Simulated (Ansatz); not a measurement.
# H5N3OW: the cost of one run

Program: Ansatz 0.2.0. Level of theory: RKS PBE-D4/def2-SVP. These are calculated values, not measurements.

**1. The starting structure**

Bond lengths: N1–W2 1.788 Å, W2–N3 1.789 Å, W2–N4 2.017 Å, W2–O5 1.895 Å, N1–H6 1.022 Å, N3–H7 1.022 Å, N4–H8 1.025 Å, N4–H9 1.024 Å, O5–H10 0.963 Å. Angles: N1–W2–N3 111.4°, N1–W2–N4 104.9°, N1–W2–O5 112.5°, N3–W2–N4 104.9°, N3–W2–O5 112.3°, N4–W2–O5 110.3°, W2–N1–H6 166.2°, W2–N3–H7 165.4°, W2–N4–H8 125.4°, W2–N4–H9 125.2°, H8–N4–H9 107.1°, W2–O5–H10 164.3°.

Structure file:

```xyz
10

N    -1.2743    0.3193   -1.2861
W     0.1365    0.1530   -0.2002
N     1.2109   -1.1773   -0.7255
N    -0.6344   -0.4646    1.5581
O     1.0727    1.7849    0.0291
H    -1.9526    0.2586   -2.0480
H     1.6734   -1.9320   -1.2357
H    -0.2166   -1.1685    2.1745
H    -1.6115   -0.3543    1.8449
H     1.5959    2.5809   -0.1110
```

**2. Relaxing end A**

File input.yaml:

```yaml
crystal:
  periodic: [false, false, false]
  atoms:
    - { symbol: "N", position_ang: [-1.27428, 0.31928, -1.28613] }
    - { symbol: W, position_ang: [0.13653, 0.15302, -0.20024] }
    - { symbol: "N", position_ang: [1.21088, -1.17733, -0.72548] }
    - { symbol: "N", position_ang: [-0.63442, -0.46459, 1.55812] }
    - { symbol: O, position_ang: [1.07267, 1.78492, 0.02907] }
    - { symbol: H, position_ang: [-1.95255, 0.25858, -2.04797] }
    - { symbol: H, position_ang: [1.67336, -1.93199, -1.23575] }
    - { symbol: H, position_ang: [-0.2166, -1.1685, 2.17454] }
    - { symbol: H, position_ang: [-1.61146, -0.35429, 1.84487] }
    - { symbol: H, position_ang: [1.59587, 2.58088, -0.11103] }
basis:
  gaussian: { orbitals: def2-SVP }
hamiltonian:
  xc: pbe
  dispersion: d4
relax:
  f_tol: 0.015
  max_steps: 40
```

Command:

```
ansatz run input.yaml --threads 2 --pin off --max-ram 3072MiB --backend cpu --events-out ev --progress --plain --runs-dir out
```

Q: Estimate wall time and peak memory on 2 threads of Intel Xeon Platinum 8375C at 2.90GHz (Ice Lake), shared host.

About 50 s, with a peak of 0.18 GiB.
